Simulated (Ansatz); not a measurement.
# CH₅FOSi₂: one species, many methods

An exercise on one series of results from a longer session: the logs are not shown, and one member is left open.

Computed with Ansatz 0.2.0, Gaussian basis. Level: functionals in def2-TZVPP, the program's frozen cores in correlated methods.

Plan: PBE-D4, r2SCAN-D4, PBE0-D4, B3LYP-D4, ωB97X-V, ωB97M-V, B2PLYP; CCSD(T)/def2-TZVPP; MP2/def2-QZVPP; extrapolation to the limit.

## The geometry

The geometry comes from an earlier relaxation with PBE0-D4 in a triple-zeta def2 set; it is a stationary point, not always the lowest conformer.

SMILES `FC1([SiH3])O[SiH2]1`, 10 atoms, charge 0, spin multiplicity 1.

Atoms are counted from 1 here; the program's logs count them from 0.

Bond lengths: F1–C2 1.375 Å, C2–Si3 1.889 Å, C2–O4 1.432 Å, C2–Si5 1.831 Å, Si3–H6 1.485 Å, Si3–H7 1.484 Å, Si3–H8 1.485 Å, O4–Si5 1.677 Å, Si5–H9 1.478 Å, Si5–H10 1.476 Å. Angles: F1–C2–Si3 112.2°, F1–C2–O4 111.0°, F1–C2–Si5 117.2°, Si3–C2–O4 115.5°, Si3–C2–Si5 127.8°, O4–C2–Si5 60.4°, C2–Si3–H6 106.9°, C2–Si3–H7 108.8°, C2–Si3–H8 110.5°, H6–Si3–H7 109.9°, H6–Si3–H8 110.3°, H7–Si3–H8 110.3°, C2–O4–Si5 71.7°, C2–Si5–O4 47.9°, C2–Si5–H9 123.6°, C2–Si5–H10 120.0°, O4–Si5–H9 115.9°, O4–Si5–H10 116.0° and more.

Set-up of the first run:

in.yaml reads:

```yaml
crystal:
  periodic: [false, false, false]
  atoms:
    - {symbol: F, position_ang: [1.226970, -0.736892, -1.344393]}
    - {symbol: C, position_ang: [0.480769, -0.191983, -0.325477]}
    - {symbol: Si, position_ang: [-1.096374, -1.175386, 0.009427]}
    - {symbol: O, position_ang: [1.295430, 0.074303, 0.821643]}
    - {symbol: Si, position_ang: [0.843870, 1.540153, 0.144246]}
    - {symbol: H, position_ang: [-1.862280, -0.427850, 1.038520]}
    - {symbol: H, position_ang: [-1.883060, -1.258533, -1.245866]}
    - {symbol: H, position_ang: [-0.765192, -2.536905, 0.500955]}
    - {symbol: H, position_ang: [-0.065785, 2.374755, 0.957000]}
    - {symbol: H, position_ang: [1.908653, 2.287040, -0.553156]}
basis:
  gaussian: {orbitals: def2-TZVPP}
hamiltonian: {xc: pbe, dispersion: d4}
output: {forces: true, orbitals: {seedname: orbitals}}
```

Launch:

```console
ansatz run in.yaml --threads 4 --pin off --events-out ev --progress --plain --max-ram 10444MiB
```

Steps of the session up to this table: PBE-D4 (GGA); r2SCAN-D4 (meta-GGA); PBE0-D4 (hybrid); B3LYP-D4 (hybrid); ωB97X-V (range-separated); ωB97M-V (range-separated); B2PLYP (double hybrid); CCSD(T) in def2-TZVPP; MP2 in def2-QZVPP.

One of the session's tables, all rows but one given; the rest of the session is left out.

It belongs to the step «Atomisation energies». 

```
            method  atomisation energy (eV)
            PBE-D4                   35.529
         r2SCAN-D4                   35.088
           PBE0-D4                        ?
          B3LYP-D4                   34.803
           ωB97X-V                   35.218
           ωB97M-V                   35.052
            B2PLYP                   34.422
     HF/def2-TZVPP                   24.423
    MP2/def2-TZVPP                   34.548
   CCSD/def2-TZVPP                   33.261
CCSD(T)/def2-TZVPP                   33.880
           MP2/CBS                   35.637
       CCSD(T)/CBS                   34.969
```

Q: Estimate the row for PBE0-D4 from the others.

The run gave: atomisation energy (eV): 34.680. In the column «atomisation energy (eV)» it lies between MP2/def2-TZVPP (34.548) and B3LYP-D4 (34.803).
